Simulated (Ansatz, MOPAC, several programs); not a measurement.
# What each method gives for La2O3 (A-La2O3 type)

La2O3 in the A-La2O3-type structure, relaxed with r2SCAN in Ansatz, was computed with several methods. It is trigonal, P-3m1 (No. 164); a = 3.935 Å, c = 6.126 Å in the conventional setting, 16.43 Å³ an atom. Around La lie 7 O at 2.37–2.73 Å; around O lie 6 La at 2.73 Å; around O lie 4 La at 2.37–2.45 Å. No spin polarisation. The prototype was imposed, so other structures may be more stable.

```cif
data_structure
_symmetry_space_group_name_H-M 'P-3m1'
_symmetry_Int_Tables_number 164
_cell_length_a 3.9351
_cell_length_b 3.9351
_cell_length_c 6.1262
_cell_angle_alpha 90.000
_cell_angle_beta 90.000
_cell_angle_gamma 120.000
_cell_volume 82.15
loop_
_atom_site_label
_atom_site_type_symbol
_atom_site_symmetry_multiplicity
_atom_site_Wyckoff_symbol
_atom_site_fract_x
_atom_site_fract_y
_atom_site_fract_z
_atom_site_occupancy
La1 La 2 d 0.33333 0.66667 0.24616 1
O1 O 1 a 0.00000 0.00000 0.00000 1
O2 O 2 d 0.33333 0.66667 0.64611 1
```

Gaps and times are for a single point on this cell; volume and bulk modulus come from each method's own relaxation or energy curve at fixed shape, which is too stiff where a cell has free coordinates or axes. Times are rough, from shared hosts (Arm Neoverse V2), and each method has its own mesh and cell size. A double dagger marks a value from a curve with shape and coordinates held. PM6 (MOPAC): levels, charges or heat of formation failed a check of plausibility, so no values are given. PM6 (MOPAC), PM7 (MOPAC) treat a cluster of cells at its zone centre, which samples few k points: where these miss a band edge, the gap comes out too large for that reason alone. Gaps from k meshes are read at a limited set of points (mesh, symmetry points, PBE's band edges), so each method's own least gap may be somewhat smaller. xTB and the PM methods were fitted mostly to molecules, and can miss a solid's gap by electronvolts. d marks a direct gap, i an indirect one (no mark: not told apart), a dash a value that wasn't computed or didn't pass its checks.

```json
{"method": "light PBE (260 eV, its own mesh)", "kind": "light plane-wave", "gap (eV)": "3.83 i", "own volume (Å³/atom)": "–", "bulk modulus (GPa)": "–", "atoms computed": "5", "processor time": "1.5 s"}
{"method": "PBE", "kind": "semilocal", "gap (eV)": "3.84 i", "own volume (Å³/atom)": "16.64", "bulk modulus (GPa)": "129‡", "atoms computed": "5", "processor time": "8.6 s"}
{"method": "PM7 (MOPAC)", "kind": "semi-empirical", "gap (eV)": "10.77", "own volume (Å³/atom)": "–", "bulk modulus (GPa)": "–", "atoms computed": "90", "processor time": "14 s"}
{"method": "r2SCAN", "kind": "semilocal", "gap (eV)": "4.23 i", "own volume (Å³/atom)": "16.43", "bulk modulus (GPa)": "139‡", "atoms computed": "5", "processor time": "23 s"}
{"method": "PM6 (MOPAC)", "kind": "semi-empirical", "gap (eV)": "–", "own volume (Å³/atom)": "–", "bulk modulus (GPa)": "–", "atoms computed": "90", "processor time": "38 s"}
```

Against r2SCAN (4.23 eV) the nearest gap at the points sampled is that of PBE (-0.39 eV) and the farthest that of PM7 (MOPAC) (+6.54 eV). r2SCAN is only a yardstick of convenience: semilocal gaps usually lie below measured ones, which GLLB-SC and hybrids aim to mend.

Runs without a result: GFN1-xTB (tblite) (single point), GFN2-xTB (tblite) (single point), GLLB-SC (GPAW) (single point).

The runs are scalar-relativistic, without spin-orbit coupling.
